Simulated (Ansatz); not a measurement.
K3Pd, space group Pm-3m, a check of PAW against all-electron LAPW

Computed with the Ansatz DFT code, driven from Python.

Notebook, run cell by cell (the value of a cell's last expression is shown):

```python
import ansatz as az
import numpy as np


def count_gap(report):
    # lowest empty less highest filled band, counting bands; zero where they overlap
    return max(report.get("gap_by_band_count_ev") or 0.0, 0.0)
```

```python
crystal = (
    az.Lattice.cubic(5.445013)
    .space_group(221)
    .atom("K", (0.5, 0.5, 0.0))
    .atom("Pd", (0.0, 0.0, 0.0))
)

model = (
    crystal.calculation()
    .functional("lda")
    .kpoints(5, 5, 5)
    .occupations(az.OccupationsMethod.METHFESSEL_PAXTON, width=0.1)
    .stress()
    .forces()
    .band_table()
)
variants = {
    "PAW": model.pseudopotentials("paw"),
    "LAPW": model.pseudopotentials("all_electron", lapw=True),
}
# totals differ by the cores that each treatment holds, so compare what does not depend on them
rows = []
for label, variant in variants.items():
    report = variant.run().report
    levels = np.array(report["eigenvalues_ev"][0]) - report["fermi_energy_ev"]
    print(label, "levels at the first k-point near E_F:", np.round(levels[np.abs(levels) < 5], 3))
    rows.append((label, report["n_electrons"], np.trace(report["stress_gpa"]) / 3, count_gap(report)))
for row in rows:
    print("; ".join(f"{name} = {round(v, 4) if isinstance(v, float) else v}" for name, v in zip(["treatment", "electrons in bands", "P GPa", "gap by band count eV"], row)))
```

    DeckWarning: basis.ecutwfc = 420 eV, auto-derived from the records' recommended cutoffs: set by K (normal level)
    PAW levels at the first k-point near E_F: [-2.869 -1.333 -1.333 -1.189 -1.189 -1.189  0.149  2.664  2.664  2.664
      2.699]
    LAPW levels at the first k-point near E_F: [-2.87  -1.335 -1.335 -1.191 -1.191 -1.191  0.148  2.665  2.665  2.665
      2.698]
    treatment = PAW; electrons in bands = 45.0; P GPa = -1.6477; gap by band count eV = 0.0
    treatment = LAPW; electrons in bands = 45.0; P GPa = -1.6529; gap by band count eV = 0.0

PAW gives -1.648 GPa and LAPW -1.653 GPa, 0.005 GPa apart. They took 2.1 and 7.6 s of processor time.

Notes:
- The computed bands are complete only to about 2.1 eV above the Fermi level.
- For a metal this k-point mesh is coarse: on a finer one energies can move by several to tens of meV an atom and pressures by half a GPa or more, differences at one mesh by less.
- A gap by band count of zero or less means overlapping bands, a metal, and at an odd count of electrons it is no gap at all.
- The structure comes from a database of computed cells and needn't be a stable or known phase.
- Gaps and levels are Kohn-Sham values on a finite set of k-points, without spin-orbit coupling.
- Warnings are shown shortened and without file and line.
- Pressure is positive in compression; the treatments may keep other shells as core, so totals and counts of electrons can differ.
- Run time: 10 s on 1 thread of Arm Neoverse V1 (shared host), peak memory 0.46 GiB.
